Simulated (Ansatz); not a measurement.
**CH2BFN+ (SMILES [CH+]=NBF): molecular dynamics**

Aim: follow the atoms for 30 steps of 0.25 fs with a Nosé-Hoover thermostat, with velocities drawn for 1000 K.

Computed with Ansatz 0.2.0, Gaussian basis. Level: PBE0-D4/def2-SVP.

## 1. The system as given

SMILES `[CH+]=NBF`, 6 atoms, charge 1, spin multiplicity 1.

Atoms are counted from 1 here; the program's logs count them from 0.

Bond lengths: C1–N2 1.141 Å, C1–H5 1.072 Å, N2–B3 1.476 Å, B3–F4 1.270 Å, B3–H6 1.168 Å. Angles: N2–C1–H5 179.9°, C1–N2–B3 176.1°, N2–B3–F4 115.3°, N2–B3–H6 118.5°, F4–B3–H6 126.2°.

As a file:

```xyz
6
charge 1, multiplicity 1
C     0.34253    0.91688   -1.14028
N     0.06995    0.20008   -0.29592
B    -0.23988   -0.66235    0.86101
F    -0.88984   -1.71957    0.59090
H     0.59763    1.58907   -1.93565
H     0.11961   -0.32411    1.91995
```

## 2. Dynamics

md/in.yaml reads:

```yaml
crystal:
  periodic: [false, false, false]
  atoms:
    - {symbol: C, position_ang: [0.342530, 0.916880, -1.140280]}
    - {symbol: N, position_ang: [0.069950, 0.200080, -0.295920]}
    - {symbol: B, position_ang: [-0.239880, -0.662350, 0.861010]}
    - {symbol: F, position_ang: [-0.889840, -1.719570, 0.590900]}
    - {symbol: H, position_ang: [0.597630, 1.589070, -1.935650]}
    - {symbol: H, position_ang: [0.119610, -0.324110, 1.919950]}
basis:
  gaussian: {orbitals: def2-SVP}
total_charge: 1
hamiltonian: {xc: pbe0, dispersion: d4}
md: {n_steps: 30, timestep: 0.25, temperature: 1000, ensemble: nvt_nose_hoover, seed: 416, initial_velocities: maxwell_boltzmann}
```

Launch:

```
> ansatz run in.yaml --threads 1 --pin off --events-out ev --progress --plain --max-ram 4352MiB
```

**Question.** What will these runs give? Wanted: temperature at the start; mean temperature, second half; lowest and highest potential energy, from the first frame; largest change of potential + kinetic.

As calculated:

| quantity | value |
| --- | --- |
| length | 30 steps, 7.5 fs |
| temperature at the start | 1000 K |
| mean temperature, second half | 474 K |
| lowest and highest potential energy, from the first frame | 0 and 326 meV |
| largest change of potential + kinetic | 0.7 meV |

The thermostat trades energy with the molecule, so the sum of potential and kinetic energy isn't conserved: it changes by +1 meV over the run. The mean temperature of the second half is still well below the 1000 K set. With 6 atoms the instant temperature spans 370 to 1000 K. No bond breaks or forms, judged by distance.
